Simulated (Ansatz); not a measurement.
# Cl2F5W: the cost of one run

Program: Ansatz 0.2.0. Level of theory: UKS PBE/def2-SVP. These are calculated values, not measurements.

## Step 1: The structure to begin with

Bond lengths: W1–Cl2 2.640 Å, W1–F3 1.850 Å, W1–F4 1.850 Å, W1–F5 1.850 Å, W1–F6 1.850 Å, W1–F7 1.850 Å, Cl2–Cl8 2.340 Å. Angles (14 of 16 angles, heavy atoms first): W1–Cl2–Cl8 180.0°, Cl2–W1–F3 90.0°, Cl2–W1–F4 90.0°, Cl2–W1–F5 90.0°, Cl2–W1–F6 90.0°, Cl2–W1–F7 180.0°, F3–W1–F4 90.0°, F3–W1–F5 180.0°, F3–W1–F6 90.0°, F3–W1–F7 90.0°, F4–W1–F5 90.0°, F4–W1–F6 180.0°, F4–W1–F7 90.0°, F5–W1–F6 90.0°.

As a file:

```xyz
8

W     0.0000    0.0000    0.0000
Cl    0.0000    0.0000    2.6400
F     1.8500    0.0000    0.0000
F     0.0000    1.8500    0.0000
F    -1.8500    0.0000    0.0000
F     0.0000   -1.8500    0.0000
F     0.0000    0.0000   -1.8500
Cl    0.0000    0.0000    4.9800
```

## Step 2: A restrained relaxation towards end A

Springs on the bonds that form and break draw the guess towards this end; the thresholds are loose.

Contents of input.yaml:

```yaml
crystal:
  periodic: [false, false, false]
  atoms:
    - { symbol: W, position_ang: [0.0, 0.0, 0.0] }
    - { symbol: Cl, position_ang: [0.0, 0.0, 2.64] }
    - { symbol: F, position_ang: [1.85, 0.0, 0.0] }
    - { symbol: F, position_ang: [0.0, 1.85, 0.0] }
    - { symbol: F, position_ang: [-1.85, 0.0, 0.0] }
    - { symbol: F, position_ang: [0.0, -1.85, 0.0] }
    - { symbol: F, position_ang: [0.0, 0.0, -1.85] }
    - { symbol: Cl, position_ang: [0.0, 0.0, 4.98] }
magnetization:
  spin_polarized: true
  initial_magnetization: 1
basis:
  gaussian: { orbitals: def2-SVP }
hamiltonian:
  xc: pbe
relax:
  f_tol: 0.15
  max_steps: 25
  restrain:
    - { distance: [1, 7], at: 3.24, k: 30.0 }
    - { distance: [0, 1], at: 2.39, k: 30.0 }
output:
  orbitals: {}
```

Started as:

```sh
> ansatz run input.yaml --threads 4 --pin off --max-ram 5120MiB --backend cpu --events-out ev --progress --plain --runs-dir out
```

Q: Estimate wall time and peak memory on 4 threads of Arm Neoverse V2, shared host.

About 87 s, with a peak of 0.43 GiB.
